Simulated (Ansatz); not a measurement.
# Ir (Iridium): further runs on the relaxed cell

One table from this session's results is given with a row withheld; the runs are named, their logs left out.

The COD entry's cell or inner coordinates are ideal or old and differ from later refinements, so a difference from it is no clean test against experiment.

Computed with Ansatz 0.2.0 (DFT r2SCAN, scalar-relativistic, plane waves, PAW, unless a step's input says otherwise).

1 further run of the same task is left out (set aside as unsound or not needed).

### The system as given

Symmetry: Fm-3m, No. 225, cubic system. The conventional cell has a = 3.844 Å, b = 3.844 Å, c = 3.844 Å, α = 90.00°, β = 90.00°, γ = 90.00°. Ir (site symmetry m-3m) has 12 Ir at 2.72 Å as nearest neighbours.

Coordinates:

```
Ir
1.0
     0.00000    1.92208    1.92208
     1.92208    0.00000    1.92208
     1.92208    1.92208    0.00000
Ir
1
Direct
  0.00000 0.00000 0.00000
```

It is the result of an earlier relaxation at this level (volume 14.20 Å³/atom; gap on the mesh: none (metal)).

Set-up of the first run:

The input, input.yaml:

```yaml
crystal:
  lattice:
    - [0.0, 1.9220797794, 1.9220797794]
    - [1.9220797794, 0.0, 1.9220797794]
    - [1.9220797794, 1.9220797794, 0.0]
  atoms:
    - { symbol: Ir, position: [0.0, 0.0, 0.0] }
basis:
  ecutwfc: 500
kpoints:
  mp_grid: { grid: [18, 18, 18] }
  band_path:
    path:
      - [[0.0, 0.0, 0.0], [0.5, 0.0, 0.5], [0.625, 0.25, 0.625]]
      - [[0.375, 0.375, 0.75], [0.0, 0.0, 0.0], [0.5, 0.5, 0.5], [0.5, 0.25, 0.75], [0.5, 0.0, 0.5]]
    npoints: 14
hamiltonian:
  xc: r2scan
scf:
  occupations: { method: gaussian, width: 0.1 }
  n_extra_bands: 6
output:
  forces: true
  stress: true
  eigenvalues: true
  populations: true
  dos: { projected: true, de: 0.02, nscf_kmesh: { grid: [27, 27, 27] } }
  bader: true
  write_density: true
  write_potential: true
  elf: true
  volumetric_format: npy
```

Launch:

```
$ ansatz run input.yaml --threads 1 --pin off --max-ram 2560MiB --backend cpu --events-out ev --progress --plain --runs-dir out
```

Steps of the session up to this table: Static run: bands, density of states and charges; The cell scaled to 0.97 of its volume; The cell scaled to 1.03 of its volume; Point at V/V0 = 0.94; The cell scaled to 1.06 of its volume.

One table of the session follows, with a row left open; its other results are not shown here.

It belongs to the step «Energy against volume». 

| volume (Å³/atom) | energy above the lowest point (meV/atom) | pressure (GPa) |
| --- | --- | --- |
| 13.350 | 67.9 | 27.30 |
| 13.776 | 15.9 | 12.42 |
| 14.202 | 0.0 | 0.00 |
| 14.628 | ? | ? |
| 15.054 | 53.8 | -18.97 |

**Question.** Estimate the row for volume (Å³/atom) = 14.628.

Worked estimate for «energy above the lowest point (meV/atom)». A straight line through the neighbours (14.202, 0.0) and (15.054, 53.8) gives 0.0 + (53.8 − 0.0) × (14.628 − 14.202) / (15.054 − 14.202) = 26.9; a parabola fitted to 3 rows on both sides gives 12.6.

The run gave: energy above the lowest point (meV/atom): 14.3; pressure (GPa): -10.35. In «energy above the lowest point (meV/atom)» the line misses by +12.6 and the parabola by -1.7.
